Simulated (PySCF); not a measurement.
**Hg2Br2: forces at shaken geometries**

How stiff is Hg2Br2? Its atoms are displaced at random by several amounts. The species was built from a template and needn't be a known compound.

Program: PySCF 2.14.0. Level of theory: B3LYP, Hg def2-SVP with ECP60, Br def2-SVP; scalar-relativistic core potentials, no spin–orbit coupling. These are calculated values, not measurements.

3 further runs of the same task are left out: 2 for a known fault of the program, 1 that didn't finish.

## 1. Where the work starts

4 atoms, charge 0, spin multiplicity 1.

Bond lengths: Hg1–Br3 2.443 Å, Hg1–Br4 2.443 Å. Angles: Br3–Hg1–Br4 179.4°.

Coordinates:

```
Hg    0.0000    0.0000    1.1851
Hg    0.0000    0.0000   -3.2746
Br    2.4434    0.0000    1.1971
Br   -2.4434    0.0000    1.1971
```

Formal oxidation states: Hg +1. An earlier session relaxed this geometry at B3LYP, Hg def2-SVP with ECP60, Br def2-SVP (singlet, point group C2v).

Its energy there is -5454.929395 Eh.

## 2. Atoms moved at random, σ = 0.15 Å

run.py (the lines that set the calculation) reads:

```python
mol = gto.M(atom='''
Hg    -0.14210     0.14067     1.21246
Hg     0.04294     0.11089    -3.06859
Br     2.54047     0.05362     1.12521
Br    -2.44131    -0.30518     1.03555''',
    basis={'Hg': 'def2-SVP', 'Br': 'def2-SVP'},
    ecp={'Hg': 'def2-SVP'},
    charge=0, spin=0)
mf = dft.RKS(mol, xc='B3LYP')
mf.grids.atom_grid = (50, 194)
mf = mf.density_fit()  # fitting sets: Hg def2-universal-JKFIT, Br def2-universal-JKFIT
mf.conv_tol = 1e-08; mf.max_cycle = 55
mf.kernel(dm0)  # dm0: the density of the relaxed state
```

Launch:

```sh
$ OMP_NUM_THREADS=2 python run.py
```

## 3. Atoms moved at random, σ = 0.06 Å

run.py (the lines that set the calculation), as its differences from that of step 2:

```diff
@@ -1,6 +1,6 @@
 mol = gto.M(atom='''
-Hg    -0.14210     0.14067     1.21246
-Hg     0.04294     0.11089    -3.06859
-Br     2.54047     0.05362     1.12521
-Br    -2.44131    -0.30518     1.03555''',
+Hg     0.01832    -0.08639     1.24144
+Hg     0.01435     0.02004    -3.25470
+Br     2.42278     0.01796     1.13444
+Br    -2.45544     0.04839     1.18345''',
     basis={'Hg': 'def2-SVP', 'Br': 'def2-SVP'},
```

## 4. Atoms moved at random, σ = 0.06 Å

run.py (the lines that set the calculation), as its differences from that of step 3:

```diff
@@ -1,6 +1,6 @@
 mol = gto.M(atom='''
-Hg     0.01832    -0.08639     1.24144
-Hg     0.01435     0.02004    -3.25470
-Br     2.42278     0.01796     1.13444
-Br    -2.45544     0.04839     1.18345''',
+Hg    -0.09376     0.02570     1.16531
+Hg    -0.03342    -0.01123    -3.31551
+Br     2.50371    -0.06099     1.26009
+Br    -2.37652     0.04652     1.19473''',
     basis={'Hg': 'def2-SVP', 'Br': 'def2-SVP'},
```

Q: Predict the outcome of this session. Wanted: for each run, σ; energy rise; harmonic estimate −½ F·u; largest force component.

The runs gave:

| σ (Å) | energy rise (eV) | harmonic estimate −½ F·u (eV) | largest force component (eV/Å) |
| --- | --- | --- | --- |
| 0.15 | 0.375 | 0.300 | 3.21 |
| 0.06 | 0.028 | 0.027 | 0.83 |
| 0.06 | 0.321 | 0.337 | 4.18 |

Every displacement raises the energy. For a harmonic well the rise equals −½ F·u; the two differ by at most 20 % here (a move with σ = 0.15 Å), from anharmonicity, the grid and the small forces left at the relaxed point. The bases are small and lack diffuse functions. Spin–orbit coupling is left out.
